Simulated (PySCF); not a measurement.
**From one method to the next for CdIn**

Starting from one script, swap the method and compare what comes out for CdIn.

Computed with PySCF 2.14.0. Level: method and basis as typed in the scripts.

3 further runs of the same task are left out: 1 for a known fault of the program, 2 that didn't finish.

### 1 The starting structure

CdIn: 2 atoms, charge 0, spin multiplicity 2.

Bond lengths: Cd1–In2 2.790 Å.

### 2 Base script

The input, input.py:

```python
from pyscf import gto, scf, mp

mol = gto.M(
    atom='Cd 0 0 0; In 0 0 2.79',
    basis='def2-svp',
    ecp={'Cd': 'def2-svp', 'In': 'def2-svp'},
    charge=0,
    spin=1,
    verbose=4,
)
mf = scf.UHF(mol)
mf.kernel()
mp.MP2(mf).kernel()
mf.dip_moment()
print('orbital energies (hartree):', [e[max(0, n-3):n+3].round(4) for e, n in zip(mf.mo_energy, mol.nelec)])
```

Launch:

```bash
> OMP_NUM_THREADS=1 python input.py
```

### 3 RHF

Run 1 changes SCF type: UHF → RHF.

The input, input.py:

```python
from pyscf import gto, scf, mp

mol = gto.M(
    atom='Cd 0 0 0; In 0 0 2.79',
    basis='def2-svp',
    ecp={'Cd': 'def2-svp', 'In': 'def2-svp'},
    charge=0,
    spin=1,
    verbose=4,
)
mf = scf.RHF(mol)
mf.kernel()
mp.MP2(mf).kernel()
mf.dip_moment()
print('orbital energies (hartree):', mf.mo_energy[..., max(0, mol.nelec[1]-3):mol.nelec[0]+3].round(4))
```

### 4 MP2

Run 2 changes frozen orbitals: none → 4.

input.py: that of step 2 with these lines changed.

```diff
@@ -12,3 +12,3 @@
 mf.kernel()
-mp.MP2(mf).kernel()
+mp.MP2(mf, frozen=4).kernel()
 mf.dip_moment()
```

### 5 SCF alone

Run 3 changes step after the SCF: mp2 → none.

input.py: that of step 2 with these lines changed.

```diff
@@ -1,2 +1,2 @@
-from pyscf import gto, scf, mp
+from pyscf import gto, scf
 
@@ -12,3 +12,2 @@
 mf.kernel()
-mp.MP2(mf).kernel()
 mf.dip_moment()
```

### 6 Stability test

Run 4 changes step after the SCF: mp2 → stability.

input.py: that of step 2 with these lines changed.

```diff
@@ -1,2 +1,2 @@
-from pyscf import gto, scf, mp
+from pyscf import gto, scf
 
@@ -12,3 +12,3 @@
 mf.kernel()
-mp.MP2(mf).kernel()
+mf.stability(internal=True, external=True)
 mf.dip_moment()
```

### 7 B3pw91 (UKS)

Run 5 changes functional: none (Hartree–Fock) → b3pw91; SCF type: UHF → UKS; step after the SCF: mp2 → analyze.

input.py: that of step 2 with these lines changed.

```diff
@@ -1,2 +1,2 @@
-from pyscf import gto, scf, mp
+from pyscf import gto, dft
 
@@ -10,5 +10,5 @@
 )
-mf = scf.UHF(mol)
+mf = dft.UKS(mol, xc='b3pw91')
 mf.kernel()
-mp.MP2(mf).kernel()
+mf.mulliken_pop()
 mf.dip_moment()
```

### 8 0.5*hf+0.5*b88,lyp (UKS)

Run 6 changes functional: none (Hartree–Fock) → 0.5*hf+0.5*b88,lyp; SCF type: UHF → UKS; step after the SCF: mp2 → analyze.

input.py: that of step 2 with these lines changed.

```diff
@@ -1,2 +1,2 @@
-from pyscf import gto, scf, mp
+from pyscf import gto, dft
 
@@ -10,5 +10,5 @@
 )
-mf = scf.UHF(mol)
+mf = dft.UKS(mol, xc='0.5*hf+0.5*b88,lyp')
 mf.kernel()
-mp.MP2(mf).kernel()
+mf.mulliken_pop()
 mf.dip_moment()
```

What does the calculation give? Wanted: for each run, E(SCF); from base; gap, α spin; SCF dipole; after the SCF.

The runs gave:

| run | E(SCF) (hartree) | from base (eV) | cycles | gap, α spin (eV) | SCF dipole (D) | after the SCF |
| --- | --- | --- | --- | --- | --- | --- |
| base | -356.027413 | 0 | 13 | 4.94 | 1.35 | MP2 correlation -12.013 eV |
| RHF | -356.022273 | +0.1399 | 13 | n/a | 1.23 | MP2 correlation -12.081 eV |
| MP2 | -356.027413 | 0.0000 | 13 | 4.94 | 1.35 | MP2 correlation -11.195 eV, core frozen |
| SCF alone | -356.027413 | 0.0000 | 13 | 4.94 | 1.35 | n/a |
| stability test | -356.027413 | 0.0000 | 13 | 4.94 | 1.35 | unstable: internal, real -> complex, UHF/UKS -> GHF/GKS |
| b3pw91 (UKS) | -358.054806 | not comparable | 13 | 1.28 | 0.60 | n/a |
| 0.5*hf+0.5*b88,lyp (UKS) | -357.675074 | not comparable | 11 | 2.11 | 1.66 | n/a |

In words: A lower total energy from another functional means nothing by itself. The dearest run is “b3pw91 (UKS)”, at 4.9 s against 1.6 s.
